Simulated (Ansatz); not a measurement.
# In3GaP4: the cell at several levels of theory

Cell and atoms of In3GaP4, ordered on the zincblende lattice (P-4m2) with 8 atoms a cell are relaxed in turn with PBE and r2SCAN. This is a trial cell built on a prototype, not taken from a measured structure, and it needn't be the compound's ground state.

Code: Ansatz 0.2.0. PAW datasets, plane waves, zero pressure. The calculation is spin-unpolarised, and the structure need not be a phase that has been made.

### Step 1. Starting point

This is the cell as the run starts from it, not yet at rest; its lengths are not the crystal's.

The symmetry is P-4m2 (No. 115, tetragonal); conventional cell a = 3.925 Å, c = 11.103 Å, 21.38 Å³ an atom. Ga has 4 P at 2.40 Å; P has 2 Ga at 2.40 Å and 2 In at 2.40 Å; In has 4 P at 2.40 Å; P has 4 In at 2.40 Å.

Coordinates:

```cif
data_structure
_symmetry_space_group_name_H-M 'P-4m2'
_symmetry_Int_Tables_number 115
_cell_length_a 3.9253
_cell_length_b 3.9253
_cell_length_c 11.1026
_cell_angle_alpha 90.000
_cell_angle_beta 90.000
_cell_angle_gamma 90.000
_cell_volume 171.07
loop_
_atom_site_label
_atom_site_type_symbol
_atom_site_symmetry_multiplicity
_atom_site_Wyckoff_symbol
_atom_site_fract_x
_atom_site_fract_y
_atom_site_fract_z
_atom_site_occupancy
Ga1 Ga 1 a 0.00000 0.00000 0.00000 1
P1 P 2 g 0.00000 0.50000 0.12500 1
In1 In 2 f 0.50000 0.50000 0.25000 1
P2 P 2 g 0.50000 0.00000 0.37500 1
In2 In 1 d 0.00000 0.00000 0.50000 1
```

### Step 2. Relaxation with PBE

input.yaml reads:

```yaml
crystal:
  lattice:
    - [3.9253481376, 0.0, 0.0]
    - [0.0, 3.9253481376, 0.0]
    - [0.0, 0.0, 11.1025611466]
  atoms:
    - { symbol: Ga, position: [0.0, 0.0, 0.0] }
    - { symbol: P, position: [0.0, 0.5, 0.125] }
    - { symbol: In, position: [0.5, 0.5, 0.25] }
    - { symbol: P, position: [0.5, 0.0, 0.375] }
    - { symbol: In, position: [0.0, 0.0, 0.5] }
    - { symbol: P, position: [0.0, 0.5, 0.625] }
    - { symbol: In, position: [0.5, 0.5, 0.75] }
    - { symbol: P, position: [0.5, 0.0, 0.875] }
kpoints:
  mp_grid: { grid: [6, 6, 2] }
hamiltonian:
  xc: pbe
scf:
  occupations: { method: fermi_dirac, width: 0.02 }
relax:
  f_tol: 0.005
  cell: {}
output:
  write_density: true
  write_potential: true
  elf: true
  volumetric_format: npy
```

Started as:

```console
ansatz run input.yaml --threads 4 --pin off --max-ram 6451MiB --backend cpu --events-out ev --progress --plain --runs-dir out
```

The runs that follow: r2SCAN: cell and atoms.

Before running it: what results should come out? Wanted: for each run, a; c; volume; space group; SCF geometries.

The runs gave:

| level | a (Å) | c (Å) | volume (Å³/atom) | space group | SCF geometries |
| --- | --- | --- | --- | --- | --- |
| PBE | 4.128 | 11.727 | 24.983 | P-4m2 | 7 |
| r2SCAN | 4.089 | 11.633 | 24.316 | P-4m2 | 5 |

What this shows: The first relaxation changed the volume by +16.8 % from the start. The volume runs from r2SCAN (least) to PBE (most), a spread of 2.7 %, or 0.9 % in length if all axes shared it alike.
